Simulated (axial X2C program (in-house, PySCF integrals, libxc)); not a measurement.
# CdNa⁺: bond curves with and without spin–orbit coupling

What are the state, bond length, wavenumber and bond energy of CdNa⁺, and what does spin–orbit coupling change?

Computed with an in-house X2C program for linear molecules on PySCF integrals. Level: all-electron X2C, Cd dyall-cv3z, Na dyall-cv3z.

All values are calculated.

**1. Input**

Contents of task.json:

```json
{
 "zs": [
  48,
  11
 ],
 "q": 1,
 "bas": [
  "dyall-cv3z",
  "dyall-cv3z"
 ],
 "levels": [
  "PBE0",
  "HF",
  "TPSS"
 ],
 "cc": true,
 "r0": 2.91,
 "thr": -1.0,
 "nmax": 90,
 "npts": 10,
 "nst": 2,
 "ntry": 6
}
```

Keys: zs atomic numbers; q charge; bas basis sets; levels methods (HF also brings MP2); cc coupled cluster on or off; r0 starting distance in Å; thr threshold in hartree for freezing inner shells (an s shell follows its p shell); nmax most natural virtual spinors; npts points asked for on the curve; nst determinants followed; ntry starts of the search.

On the command line:

```console
$ python so2c.py task.json out
```

Spin-free means the one-electron spin-free X2C Hamiltonian; two-component (2c) means X2C with spin–orbit coupling and atomic mean-field two-electron Coulomb and Gaunt terms. Basis: Cd dyall-cv3z contracted to [12s12p8d5f3g], Na dyall-cv3z contracted to [9s8p5d2f]; Gaussian nuclei, density fitting. Masses: Cd 113.903 u, Na 22.990 u.

Notation: σ, π±, δ± give the projection m of an orbital's angular momentum (0, ±1, ±2), α and β its spin, Λ and M_S the sums; ω is the projection of a spinor's total angular momentum and Ω the sum. Logs are in hartree.

After this run come: PBE0, spin-free; HF, spin-free; TPSS, spin-free; MP2 and beyond, spin-free; PBE0, 2c; HF, 2c; TPSS, 2c; MP2 and beyond, 2c.

Q: Predict the outcome of this session. Wanted: for each run, Hamiltonian; Re; ωe; De; μ.

**Answer**, as computed:

Lowest determinant that the search found at its distance, spin-free: M_S = 0, Λ = 0 (closed shell).

Lowest determinant that the search found at its distance, 2c: Ω = 0 (closed shell).

```json
{"Hamiltonian": "spin-free", "level": "PBE0", "Re (Å)": "3.106", "ωe (cm⁻¹)": "123.5", "De (eV)": "0.493", "μ (D)": "8.68"}
{"Hamiltonian": "spin-free", "level": "HF", "Re (Å)": "3.256", "ωe (cm⁻¹)": "111.5", "De (eV)": "0.444", "μ (D)": "8.94"}
{"Hamiltonian": "spin-free", "level": "MP2", "Re (Å)": "3.176", "ωe (cm⁻¹)": "110.2", "De (eV)": "0.334", "μ (D)": "n/a"}
{"Hamiltonian": "spin-free", "level": "CCSD", "Re (Å)": "3.202", "ωe (cm⁻¹)": "110.6", "De (eV)": "0.370", "μ (D)": "n/a"}
{"Hamiltonian": "spin-free", "level": "CCSD(T)", "Re (Å)": "3.198", "ωe (cm⁻¹)": "110.5", "De (eV)": "0.362", "μ (D)": "n/a"}
{"Hamiltonian": "spin-free", "level": "TPSS", "Re (Å)": "3.113", "ωe (cm⁻¹)": "122.2", "De (eV)": "0.502", "μ (D)": "8.70"}
{"Hamiltonian": "2c", "level": "PBE0", "Re (Å)": "3.106", "ωe (cm⁻¹)": "123.5", "De (eV)": "0.494", "μ (D)": "8.68"}
{"Hamiltonian": "2c", "level": "HF", "Re (Å)": "3.256", "ωe (cm⁻¹)": "111.5", "De (eV)": "0.444", "μ (D)": "8.94"}
{"Hamiltonian": "2c", "level": "MP2", "Re (Å)": "3.176", "ωe (cm⁻¹)": "110.1", "De (eV)": "0.334", "μ (D)": "n/a"}
{"Hamiltonian": "2c", "level": "CCSD", "Re (Å)": "3.202", "ωe (cm⁻¹)": "110.6", "De (eV)": "0.370", "μ (D)": "n/a"}
{"Hamiltonian": "2c", "level": "CCSD(T)", "Re (Å)": "3.198", "ωe (cm⁻¹)": "110.5", "De (eV)": "0.362", "μ (D)": "n/a"}
{"Hamiltonian": "2c", "level": "TPSS", "Re (Å)": "3.113", "ωe (cm⁻¹)": "122.2", "De (eV)": "0.502", "μ (D)": "8.70"}
```

Dipoles are positive if Na is the positive end and refer to the centre of mass.

In words: At CCSD(T), going from spin-free to two-component changes Re by 0 mÅ, ωe by 0.0 %, which is small (part of it comes from the scalar share of the two-electron terms). De moves by 0.00 eV; both De rest on single-determinant atoms, which can miss part of an open shell's spin–orbit lowering.

De refers to Cd + Na+, each in the lowest determinant found, which need not be this curve's own limit. The state is a single determinant with fixed occupations, the lowest that a limited PBE0 search found. The closed shell is kept restricted; where the fragments are open shells, the energy then runs too high at long range. De is counted from the lowest determinant-based energies of the atoms at the same level, without counterpoise correction. Coupled cluster ran in a truncated set of natural virtual spinors; the MP2 energy of the rest was added. The meta-GGAs lack a current-density term, which matters for open shells with orbital currents, atoms included. With the outer-core shells frozen, correlated bond lengths of heavy atoms tend to come out a few hundredths of an ångström too long.
